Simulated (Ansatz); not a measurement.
# Cu36CO2 slab: relaxing the atoms and phonons

The task, for Cu36CO2 slab: 2 runs in a chain (relaxing the atoms and phonons).

Program: Ansatz 0.2.0. Level of theory: DFT PBE, scalar-relativistic, plane waves, PAW. These are calculated values, not measurements.

### 1 The structure to begin with

It takes space group Cm (No. 8, monoclinic). Conventional cell: a = 13.282 Å, b = 7.669 Å, c = 24.261 Å, α = 90.00°, β = 90.00°, γ = 90.00°. Cu (site symmetry m) has 9 Cu at 2.56 Å as nearest neighbours. Around Cu (site symmetry 1) lie 9 Cu at 2.56 Å. Cu (site symmetry m) is surrounded by 12 Cu at 2.56 Å. Cu (site symmetry 1) is surrounded by 12 Cu at 2.56 Å. Only part of the 27 independent sites is listed.

Structure file:

```cif
data_structure
_symmetry_space_group_name_H-M 'P 1'
_symmetry_Int_Tables_number 1
_cell_length_a 7.6686
_cell_length_b 7.6686
_cell_length_c 24.2614
_cell_angle_alpha 90.000
_cell_angle_beta 90.000
_cell_angle_gamma 60.000
_cell_volume 1235.59
loop_
_atom_site_label
_atom_site_type_symbol
_atom_site_fract_x
_atom_site_fract_y
_atom_site_fract_z
_atom_site_occupancy
Cu1 Cu 0.00000 0.00000 0.37096 1
Cu2 Cu 0.33333 0.00000 0.37096 1
Cu3 Cu 0.66667 0.00000 0.37096 1
Cu4 Cu 0.00000 0.33333 0.37096 1
Cu5 Cu 0.33333 0.33333 0.37096 1
Cu6 Cu 0.66667 0.33333 0.37096 1
Cu7 Cu 0.00000 0.66667 0.37096 1
Cu8 Cu 0.33333 0.66667 0.37096 1
Cu9 Cu 0.66667 0.66667 0.37096 1
Cu10 Cu 0.11111 0.11111 0.45699 1
Cu11 Cu 0.44444 0.11111 0.45699 1
Cu12 Cu 0.77778 0.11111 0.45699 1
Cu13 Cu 0.11111 0.44444 0.45699 1
Cu14 Cu 0.44444 0.44444 0.45699 1
Cu15 Cu 0.77778 0.44444 0.45699 1
Cu16 Cu 0.11111 0.77778 0.45699 1
Cu17 Cu 0.44444 0.77778 0.45699 1
Cu18 Cu 0.77778 0.77778 0.45699 1
Cu19 Cu 0.88889 0.22222 0.54301 1
Cu20 Cu 0.22222 0.22222 0.54301 1
Cu21 Cu 0.55556 0.22222 0.54301 1
Cu22 Cu 0.88889 0.55556 0.54301 1
Cu23 Cu 0.22222 0.55556 0.54301 1
Cu24 Cu 0.55556 0.55556 0.54301 1
Cu25 Cu 0.88889 0.88889 0.54301 1
Cu26 Cu 0.22222 0.88889 0.54301 1
Cu27 Cu 0.55556 0.88889 0.54301 1
Cu28 Cu 0.00000 0.00000 0.62904 1
Cu29 Cu 0.33333 0.00000 0.62904 1
Cu30 Cu 0.66667 0.00000 0.62904 1
Cu31 Cu 0.00000 0.33333 0.62904 1
Cu32 Cu 0.33333 0.33333 0.62904 1
Cu33 Cu 0.66667 0.33333 0.62904 1
Cu34 Cu 0.00000 0.66667 0.62904 1
Cu35 Cu 0.33333 0.66667 0.62904 1
Cu36 Cu 0.66667 0.66667 0.62904 1
C1 C 0.33333 0.33333 0.70653 1
O1 O 0.33333 0.33333 0.75475 1
O2 O 0.11111 0.11111 0.67850 1
```

### 2 Relaxing the atoms: Cu36CO2 slab, no spin

Input file input.yaml:

```yaml
crystal:
  lattice:
    - [7.668573042, 0.0, 0.0]
    - [3.834286521, 6.6411790651, 0.0]
    - [0.0, 0.0, 24.2613636694]
  atoms:
    - { symbol: Cu, position: [0.0, 0.0, 0.3709601868] }
    - { symbol: Cu, position: [0.3333333333, 0.0, 0.3709601868] }
    - { symbol: Cu, position: [0.6666666667, 0.0, 0.3709601868] }
    - { symbol: Cu, position: [0.0, 0.3333333333, 0.3709601868] }
    - { symbol: Cu, position: [0.3333333333, 0.3333333333, 0.3709601868] }
    - { symbol: Cu, position: [0.6666666667, 0.3333333333, 0.3709601868] }
    - { symbol: Cu, position: [0.0, 0.6666666667, 0.3709601868] }
    - { symbol: Cu, position: [0.3333333333, 0.6666666667, 0.3709601868] }
    - { symbol: Cu, position: [0.6666666667, 0.6666666667, 0.3709601868] }
    - { symbol: Cu, position: [0.1111111111, 0.1111111111, 0.4569867289] }
    - { symbol: Cu, position: [0.4444444444, 0.1111111111, 0.4569867289] }
    - { symbol: Cu, position: [0.7777777778, 0.1111111111, 0.4569867289] }
    - { symbol: Cu, position: [0.1111111111, 0.4444444444, 0.4569867289] }
    - { symbol: Cu, position: [0.4444444444, 0.4444444444, 0.4569867289] }
    - { symbol: Cu, position: [0.7777777778, 0.4444444444, 0.4569867289] }
    - { symbol: Cu, position: [0.1111111111, 0.7777777778, 0.4569867289] }
    - { symbol: Cu, position: [0.4444444444, 0.7777777778, 0.4569867289] }
    - { symbol: Cu, position: [0.7777777778, 0.7777777778, 0.4569867289] }
    - { symbol: Cu, position: [-0.1111111111, 0.2222222222, 0.5430132711] }
    - { symbol: Cu, position: [0.2222222222, 0.2222222222, 0.5430132711] }
    - { symbol: Cu, position: [0.5555555556, 0.2222222222, 0.5430132711] }
    - { symbol: Cu, position: [-0.1111111111, 0.5555555556, 0.5430132711] }
    - { symbol: Cu, position: [0.2222222222, 0.5555555556, 0.5430132711] }
    - { symbol: Cu, position: [0.5555555556, 0.5555555556, 0.5430132711] }
    - { symbol: Cu, position: [-0.1111111111, 0.8888888889, 0.5430132711] }
    - { symbol: Cu, position: [0.2222222222, 0.8888888889, 0.5430132711] }
    - { symbol: Cu, position: [0.5555555556, 0.8888888889, 0.5430132711] }
    - { symbol: Cu, position: [0.0, 0.0, 0.6290398132] }
    - { symbol: Cu, position: [0.3333333333, 0.0, 0.6290398132] }
    - { symbol: Cu, position: [0.6666666667, 0.0, 0.6290398132] }
    - { symbol: Cu, position: [0.0, 0.3333333333, 0.6290398132] }
    - { symbol: Cu, position: [0.3333333333, 0.3333333333, 0.6290398132] }
    - { symbol: Cu, position: [0.6666666667, 0.3333333333, 0.6290398132] }
    - { symbol: Cu, position: [0.0, 0.6666666667, 0.6290398132] }
    - { symbol: Cu, position: [0.3333333333, 0.6666666667, 0.6290398132] }
    - { symbol: Cu, position: [0.6666666667, 0.6666666667, 0.6290398132] }
    - { symbol: C, position: [0.3333333333, 0.3333333333, 0.7065292744] }
    - { symbol: O, position: [0.3333333333, 0.3333333333, 0.7547540987] }
    - { symbol: O, position: [0.1111111111, 0.1111111111, 0.6785011714] }
scf:
  occupations: { method: gaussian, width: 0.1 }
output:
  forces: true
  write_density: true
  write_potential: true
  elf: true
  volumetric_format: npy
hamiltonian:
  xc: pbe
kpoints:
  mp_grid: { grid: [4, 4, 1] }
efield:
  axis: 3
  dipole_correction: true
relax:
  f_tol: 0.01
  max_steps: 100
  constraints:
    - { sites: [0, 1, 2, 3, 4, 5, 6, 7, 8, 9, 10, 11, 12, 13, 14, 15, 16, 17] }
```

Started as:

```console
$ ansatz run input.yaml --threads 8 --pin off --max-ram 12288MiB --backend cpu --events-out ev --progress --plain --runs-dir out
```

Log:

```text
Warning: RAYON_NUM_THREADS=8 ignored (pool sized by the plan → 8); use --threads N
Engine: ansatz 0.2.0, aarch64-unknown-linux-gnu
Pseudopotentials: kind: paw
Pseudopotential: Cu, paw, valence charge 19, recommended cutoff 420 eV (normal), Cu.paw.azcp
Pseudopotential: C, paw, valence charge 4, recommended cutoff 420 eV (normal), C.paw.azcp
Pseudopotential: O, paw, valence charge 6, recommended cutoff 420 eV (normal), O.paw.azcp
Functional definition: PBE
  parameter kappa = 0.804
  parameter beta = 0.06672455060314922
  exchange = pbe_x(kappa = kappa, mu = beta*pi^2/3)
  correlation = pbe_c(beta = beta)
Crystal: 39 atoms, lattice volume = 1235.592 Å³
Basis set: ecut = 420 eV, 24111 PW (Γ), exchange–correlation on 108×108×360 points (8 copies of the dense FFT grid, shifted against one another)
Bands: 420, of which v1, the nominal top of the filled ones, is band 350 counted from 1 (349 counted from 0)
Symmetry: 2 space group operations
Space group: Cm (ITA 8), of the structure as read, at distance tolerance 1.1e-4 Å
k-points: 7 of 16 (time reversal used)
Non-local potential: Cu, projectors of the file, l = 0: 3, l = 1: 2, l = 2: 3, l = 3: 1
Non-local potential: C, projectors of the file, l = 0: 2, l = 1: 2, l = 2: 1
Non-local potential: O, projectors of the file, l = 0: 2, l = 1: 2, l = 2: 1
PAW form: soft (Blöchl's): semilocal exchange-correlation on the pseudo side does not see the compensation charge
PAW one-centre angular grid: Cu, 590 points (default); XC on 64 Gauss nodes
PAW one-centre angular grid: C, 110 points (default); XC on 64 Gauss nodes
PAW one-centre angular grid: O, 110 points (default); XC on 64 Gauss nodes
Initial density: superposition of atomic densities (neutral atoms: chi_scale 0, normalization atom), corrected by the library's trained network
Initial wavefunctions: pseudopotential atomic-orbital guess
Functional: x = pbe(κ = 0.804, μ = 0.2195149727645171), c = pbe(β = 0.06672455060314922)
SCF iter   1: F=—  HF=-239881.533539 eV  |F-HF|=—  |Δ(HF+E_count)|=         —  Δρ=5.39e-3  dr2=1.26e0  ethr=1.77e-3  p=-0.219 e·Å  D=-3.21e-2 V/Å  ΔV_dip=0.78 eV  dr2_dipole=4.82e-1  V_vac-E_F(+/−)=5.47/4.69 eV  ⟨swp⟩=15.7  Hψ=16408  notcnv=0  defer=321
efield: sawtooth ramp at fractional position 0.0129 (placed from the atoms, in the widest stretch of the axis that holds none; the zero of the levels goes with the place), width 0.1000; the density the first Hamiltonian is built on has a dipole p = -0.219 e·Å; the dipole correction subtracts the counter field D = -3.21e-2 V/Å, which shifts the + side's vacuum level by +0.78 eV against the − side's; the planar-averaged density in the ramp window peaks in size at 8.6e-5 e/Å³
preconditioner: auto → LDOS  [metal: Δε(μ)=0.030 eV  Ē_g=8.553 eV  σ=0.100 eV  W_gap=0.17  n_scr=288 (ndim 8)  ℏωp=21.4 eV  f_vac=0.596  D(μ)=14.39/eV (n_scr^D=64)  β→1.0]
SCF iter   2: F=—  HF=-239881.500534 eV  |F-HF|=—  |Δ(HF+E_count)|=   3.30e-2  Δρ=3.92e-3  dr2=1.66e-1  ethr=1.81e-4  p=-0.078 e·Å  D=-1.14e-2 V/Å  ΔV_dip=0.28 eV  dr2_dipole=2.23e-2  V_vac-E_F(+/−)=5.10/4.83 eV  ⟨swp⟩=2.0  Hψ=4487  notcnv=0  defer=427
SCF iter   3: F=—  HF=-239881.494897 eV  |F-HF|=—  |Δ(HF+E_count)|=   5.64e-3  Δρ=2.77e-3  dr2=5.93e-2  ethr=2.37e-5  p=-0.110 e·Å  D=-1.61e-2 V/Å  ΔV_dip=0.39 eV  dr2_dipole=2.45e-4  V_vac-E_F(+/−)=5.16/4.77 eV  ⟨swp⟩=2.0  Hψ=4786  notcnv=0  defer=427
SCF iter   4: F=—  HF=-239881.487164 eV  |F-HF|=—  |Δ(HF+E_count)|=   7.73e-3  Δρ=6.85e-4  dr2=8.82e-3  ethr=8.47e-6  p=-0.105 e·Å  D=-1.54e-2 V/Å  ΔV_dip=0.37 eV  dr2_dipole=2.01e-3  V_vac-E_F(+/−)=5.16/4.79 eV  ⟨swp⟩=2.0  Hψ=4809  notcnv=0  defer=427
SCF iter   5: F=—  HF=-239881.487697 eV  |F-HF|=—  |Δ(HF+E_count)|=   5.33e-4  Δρ=2.98e-4  dr2=1.30e-3  ethr=1.26e-6  p=-0.101 e·Å  D=-1.48e-2 V/Å  ΔV_dip=0.36 eV  dr2_dipole=2.04e-4  V_vac-E_F(+/−)=5.15/4.79 eV  ⟨swp⟩=2.3  Hψ=3966  notcnv=0  defer=427
[... 64 lines left out ...]
  atom  20  Cu    -0.00039607    -0.00022867    -0.00169132
  atom  21  Cu     0.00012008    -0.00067207    -0.00186116
  atom  22  Cu    -0.00007920    -0.00022159    -0.00034175
  atom  23  Cu    -0.00052199     0.00044003    -0.00186116
  atom  24  Cu     0.00071403     0.00041225    -0.00148828
  atom  25  Cu     0.00018617     0.00010748    -0.00044431
  atom  26  Cu    -0.00005063    -0.00008456    -0.00090988
  atom  27  Cu    -0.00023151     0.00004221    -0.00034175
  atom  28  Cu     0.00100067     0.00057774    -0.00007258
  atom  29  Cu    -0.00031663    -0.00045885    -0.00023772
  atom  30  Cu     0.00001673    -0.00024166     0.00025241
  atom  31  Cu    -0.00055569    -0.00004479    -0.00023772
  atom  32  Cu     0.00200327     0.00115659    -0.00881411
  atom  33  Cu    -0.00011679    -0.00022789     0.00084612
  atom  34  Cu    -0.00020092     0.00013532     0.00025241
  atom  35  Cu    -0.00025575     0.00001280     0.00084612
  atom  36  Cu     0.00051816     0.00029916    -0.00008425
  atom  37  C     -0.00498001    -0.00287521     0.00743469
  atom  38  O      0.00367603     0.00212236     0.00429613
  atom  39  O     -0.00020627    -0.00011909    -0.00035373
  max |Σ_I F_I| component: 1.01e-4 eV/Å
--- Band table (eV; the first three rows and the last of 7) ---
[... 4 lines left out ...]
--- Relaxed structure (7 steps of the walk, 7 accepted, 0 SCFs on fresh bases) ---
  F+E_penalty+E_count = -239881.67606541 eV   max|allowed force component| = 8.814e-3 eV/Å
  atoms:
    - { symbol: Cu, position: [0.0, 0.0, 0.3709601868] }
    - { symbol: Cu, position: [0.3333333332999999, 0.0, 0.3709601868] }
    - { symbol: Cu, position: [0.6666666667, -2.0194839173657902e-28, 0.3709601868] }
    - { symbol: Cu, position: [0.0, 0.3333333333, 0.3709601868] }
    - { symbol: Cu, position: [0.3333333332999999, 0.33333333330000003, 0.3709601868] }
    - { symbol: Cu, position: [0.6666666667, 0.3333333333, 0.3709601868] }
    - { symbol: Cu, position: [-5.551115123125783e-17, 0.6666666667000001, 0.3709601868] }
    - { symbol: Cu, position: [0.3333333332999999, 0.6666666667000001, 0.3709601868] }
    - { symbol: Cu, position: [0.6666666667, 0.6666666667000001, 0.3709601868] }
    - { symbol: Cu, position: [0.11111111110000002, 0.1111111111, 0.4569867289] }
    - { symbol: Cu, position: [0.4444444444, 0.1111111111, 0.4569867289] }
    - { symbol: Cu, position: [0.7777777778, 0.1111111111, 0.4569867289] }
    - { symbol: Cu, position: [0.11111111110000002, 0.4444444444, 0.4569867289] }
    - { symbol: Cu, position: [0.4444444444000001, 0.4444444444, 0.4569867289] }
    - { symbol: Cu, position: [0.7777777778000001, 0.4444444444, 0.4569867289] }
    - { symbol: Cu, position: [0.11111111109999988, 0.7777777778000001, 0.4569867289] }
    - { symbol: Cu, position: [0.44444444439999997, 0.7777777778000001, 0.4569867289] }
    - { symbol: Cu, position: [0.7777777778000001, 0.7777777778, 0.4569867289] }
    - { symbol: Cu, position: [-0.10901940419357703, 0.22096990629452815, 0.5423674610548243] }
    - { symbol: Cu, position: [0.22334333969911385, 0.22334333969911374, 0.5443774703610393] }
    - { symbol: Cu, position: [0.5532835125892027, 0.22282530213736781, 0.5429459878987751] }
    - { symbol: Cu, position: [-0.10945265116261574, 0.5521424986770873, 0.542428260264648] }
    - { symbol: Cu, position: [0.2228253021373678, 0.5532835125892032, 0.5429459878987751] }
    - { symbol: Cu, position: [0.5558142792735598, 0.5558142792735599, 0.5416243049201304] }
    - { symbol: Cu, position: [-0.10930348481630547, 0.890696515183695, 0.5422789331459612] }
    - { symbol: Cu, position: [0.220969906294528, 0.890980595806423, 0.5423674610548243] }
    - { symbol: Cu, position: [0.5521424986770873, 0.8905473488373844, 0.542428260264648] }
    - { symbol: Cu, position: [-0.005839148041185483, -0.005839148041185488, 0.6310639406791193] }
    - { symbol: Cu, position: [0.3434192623244877, -0.007169057028642378, 0.6308191417170012] }
    - { symbol: Cu, position: [0.6683334655093375, -0.003356778099146387, 0.6259748272319017] }
    - { symbol: Cu, position: [-0.0071690570286424005, 0.3434192623244878, 0.6308191417170012] }
    - { symbol: Cu, position: [0.3373060920338817, 0.33730609203388184, 0.6325299155585741] }
    - { symbol: Cu, position: [0.6661508416459909, 0.33620397228862625, 0.6256648673437774] }
    - { symbol: Cu, position: [-0.003356778099146529, 0.6683334655093379, 0.6259748272319017] }
    - { symbol: Cu, position: [0.336203972288626, 0.6661508416459909, 0.6256648673437774] }
    - { symbol: Cu, position: [0.6670881837431775, 0.6670881837431775, 0.6260711179722598] }
    - { symbol: C, position: [0.3377013552632002, 0.3377013552632004, 0.7093076636759003] }
    - { symbol: O, position: [0.3405799549957548, 0.3405799549957548, 0.7564436534413965] }
    - { symbol: O, position: [0.11028061548307029, 0.11028061548307029, 0.6761131061616276] }
```

Wall time 13 min (8 threads of Arm Neoverse V1, shared host); peak memory 9.2 GiB.

The steps of the relaxation:

| step | E - E(step 1) (eV/cell) | largest force component (eV/Å) |
| --- | --- | --- |
| 1 | 0.0000 | 2.4244 |
| 2 | -0.1110 | 0.4038 |
| 3 | -0.1825 | 0.2530 |
| 4 | -0.1850 | 0.1915 |
| 5 | -0.1874 | 0.0634 |
| 6 | -0.1877 | 0.0181 |
| 7 | -0.1877 | 0.0088 |

Step 1 is the start.

A dipole layer in the vacuum cancels the field that periodic copies would set up if the slab's two faces differ.

Atoms 1, 2, 3, 4, 5, 6, 7, 8, 9, 10, 11, 12, 13, 14, 15, 16, 17, 18 (counted from 1; the input counts from 0) are held at their places.

Density in a lattice plane of the grid's cell (edges 7.67 and 24.26 Å, at 0.333 of the third edge), which holds Cu and C and O.

Ten even steps from ' ' (0.00 e/Å³) to '@' (11.61 e/Å³):
```
                
                
                
                
      ==        
      ..        
@@    ##  ::    
..        ..    
        ..      
                
        ..      
::    ..  ..    
##    --  --    
                
                
                
                
                
                
                
```
Columns run along the first of these edges and rows up along the second, over one cell in 8 and 20 even steps from the bottom left corner. Atoms in the plane (fractional): Cu at (0.00, 0.37), Cu at (0.33, 0.37), Cu at (0.67, 0.37), Cu at (0.99, 0.63), Cu at (0.34, 0.63), Cu at (0.67, 0.63), C at (0.34, 0.71), O at (0.34, 0.76).

ELF in the same plane.

Values, 12 rows by 6 columns:
```
0.00 0.00 0.00 0.00 0.00 0.00
0.00 0.01 0.08 0.02 0.00 0.00
0.00 0.21 0.37 0.38 0.00 0.00
0.15 0.14 0.22 0.20 0.14 0.17
0.21 0.19 0.26 0.21 0.19 0.20
0.24 0.22 0.24 0.22 0.24 0.22
0.20 0.20 0.20 0.19 0.20 0.20
0.16 0.25 0.16 0.25 0.16 0.25
0.01 0.01 0.01 0.01 0.01 0.01
0.00 0.00 0.00 0.00 0.00 0.00
0.00 0.00 0.00 0.00 0.00 0.00
0.00 0.00 0.00 0.00 0.00 0.00
```
Columns run along the first of these edges and rows up along the second, over one cell in 6 and 12 even steps from the bottom left corner. Atoms in the plane (fractional): Cu at (0.00, 0.37), Cu at (0.33, 0.37), Cu at (0.67, 0.37), Cu at (0.99, 0.63), Cu at (0.34, 0.63), Cu at (0.67, 0.63), C at (0.34, 0.71), O at (0.34, 0.76).

Both are smooth fields of the valence electrons: close to the nuclei they are not physical.

The highest ELF values outside the cores: 0.95 in the shell around C, 0.5 Å from C; 0.91 beside O, off the lines to its neighbours, 0.5 Å from O; 0.83 on the C–O line, 0.5 Å from C.

### 3 Phonons

It takes the final geometry of step 2.

Input file input.yaml:

```yaml
crystal:
  lattice:
    - [7.668573042, 0.0, 0.0]
    - [3.834286521, 6.6411790651, 0.0]
    - [0.0, 0.0, 24.2613636694]
  atoms:
    - { symbol: Cu, position: [0.0, 0.0, 0.3709601868] }
    - { symbol: Cu, position: [0.3333333333, 0.0, 0.3709601868] }
    - { symbol: Cu, position: [0.6666666667, 0.0, 0.3709601868] }
    - { symbol: Cu, position: [0.0, 0.3333333333, 0.3709601868] }
    - { symbol: Cu, position: [0.3333333333, 0.3333333333, 0.3709601868] }
    - { symbol: Cu, position: [0.6666666667, 0.3333333333, 0.3709601868] }
    - { symbol: Cu, position: [0.0, 0.6666666667, 0.3709601868] }
    - { symbol: Cu, position: [0.3333333333, 0.6666666667, 0.3709601868] }
    - { symbol: Cu, position: [0.6666666667, 0.6666666667, 0.3709601868] }
    - { symbol: Cu, position: [0.1111111111, 0.1111111111, 0.4569867289] }
    - { symbol: Cu, position: [0.4444444444, 0.1111111111, 0.4569867289] }
    - { symbol: Cu, position: [0.7777777778, 0.1111111111, 0.4569867289] }
    - { symbol: Cu, position: [0.1111111111, 0.4444444444, 0.4569867289] }
    - { symbol: Cu, position: [0.4444444444, 0.4444444444, 0.4569867289] }
    - { symbol: Cu, position: [0.7777777778, 0.4444444444, 0.4569867289] }
    - { symbol: Cu, position: [0.1111111111, 0.7777777778, 0.4569867289] }
    - { symbol: Cu, position: [0.4444444444, 0.7777777778, 0.4569867289] }
    - { symbol: Cu, position: [0.7777777778, 0.7777777778, 0.4569867289] }
    - { symbol: Cu, position: [-0.1090194042, 0.2209699063, 0.5423674611] }
    - { symbol: Cu, position: [0.2233433397, 0.2233433397, 0.5443774704] }
    - { symbol: Cu, position: [0.5532835126, 0.2228253021, 0.5429459879] }
    - { symbol: Cu, position: [-0.1094526512, 0.5521424987, 0.5424282603] }
    - { symbol: Cu, position: [0.2228253021, 0.5532835126, 0.5429459879] }
    - { symbol: Cu, position: [0.5558142793, 0.5558142793, 0.5416243049] }
    - { symbol: Cu, position: [-0.1093034848, 0.8906965152, 0.5422789331] }
    - { symbol: Cu, position: [0.2209699063, 0.8909805958, 0.5423674611] }
    - { symbol: Cu, position: [0.5521424987, 0.8905473488, 0.5424282603] }
    - { symbol: Cu, position: [-0.005839148, -0.005839148, 0.6310639407] }
    - { symbol: Cu, position: [0.3434192623, -0.007169057, 0.6308191417] }
    - { symbol: Cu, position: [0.6683334655, -0.0033567781, 0.6259748272] }
    - { symbol: Cu, position: [-0.007169057, 0.3434192623, 0.6308191417] }
    - { symbol: Cu, position: [0.337306092, 0.337306092, 0.6325299156] }
    - { symbol: Cu, position: [0.6661508416, 0.3362039723, 0.6256648673] }
    - { symbol: Cu, position: [-0.0033567781, 0.6683334655, 0.6259748272] }
    - { symbol: Cu, position: [0.3362039723, 0.6661508416, 0.6256648673] }
    - { symbol: Cu, position: [0.6670881837, 0.6670881837, 0.626071118] }
    - { symbol: C, position: [0.3377013553, 0.3377013553, 0.7093076637] }
    - { symbol: O, position: [0.340579955, 0.340579955, 0.7564436534] }
    - { symbol: O, position: [0.1102806155, 0.1102806155, 0.6761131062] }
scf:
  occupations: { method: gaussian, width: 0.1 }
output: {}
hamiltonian:
  xc: pbe
kpoints:
  mp_grid: { grid: [4, 4, 1] }
efield:
  axis: 3
  dipole_correction: true
phonons:
  method: fd
  supercell: [1, 1, 1]
  amplitude: 0.015
  rigid_motions: translations
  displaced_sites: [36, 37]
```

Started as:

```console
$ ansatz run input.yaml --threads 8 --pin off --max-ram 12288MiB --backend cpu --events-out ev --progress --plain --runs-dir out
```

Log, shortened:

```text
Warning: RAYON_NUM_THREADS=8 ignored (pool sized by the plan → 8); use --threads N
[...]
Pseudopotentials: kind: paw
Pseudopotential: Cu, paw, valence charge 19, recommended cutoff 420 eV (normal), Cu.paw.azcp
Pseudopotential: C, paw, valence charge 4, recommended cutoff 420 eV (normal), C.paw.azcp
Pseudopotential: O, paw, valence charge 6, recommended cutoff 420 eV (normal), O.paw.azcp
Functional definition: PBE
[...]
Crystal: 39 atoms, lattice volume = 1235.592 Å³
Basis set: ecut = 420 eV, 24111 PW (Γ), exchange–correlation on 108×108×360 points (8 copies of the dense FFT grid, shifted against one another)
Bands: 420, of which v1, the nominal top of the filled ones, is band 350 counted from 1 (349 counted from 0)
Symmetry: 2 space group operations
k-points: 7 of 16 (time reversal used)
[...]
  symmetry images taken by strict's conditions (phonons.symmetry_images: auto; settled by no image being taken that strict refuses)
  force constants formed among 2 of 39 sites (C 36, O 37); the other 37 at rest. The modes move the named sites alone.
  the frequencies, the zero-point energy and the sums are of the block with the acoustic sum rule laid on its rows. Row sums over every site: 2.5e-4 eV/Å² at the most
  transpose residual: 5.4e-3 eV/Å²
  largest component of a force at the reference: 7.7e-3 eV/Å on a named site, 1.0e-1 eV/Å on a site at rest
  frequencies among the named sites at Γ of the cell (cm⁻¹): 32.84 42.24 289.79 295.52 317.64 2048.56
  unstable modes among the named sites: 0
  frequencies as built, with no sum rule (cm⁻¹): 32.84 42.24 289.79 295.52 317.64 2048.56
  zero-point energy: 0.187625 eV/cell   skipped modes (ω ≤ 0): 0
  not written: the harmonic force-constant file, the file of eigenvectors (these modes' are written with the force constants), the density of states and the dispersion, which are of every site
```

It took 24 min on 8 threads of Arm Neoverse V1, shared host; peak memory 8.1 GiB.

### 4 Summary of results

```
step  energy (eV)  gap on the mesh (eV)    time
   2  -239881.635                  0.00  13 min
```

| quantity | value |
| --- | --- |
| local modes (step 3) | 33, 42, 290, 296, 318, 2049 cm⁻¹ |

In words: The modes of step 3 move 2 of the 39 atoms alone, the rest held, so they are local, harmonic estimates and the soft ones are least sound. Spin polarisation is off in the runs that give these values; a magnetic solution could lie lower.
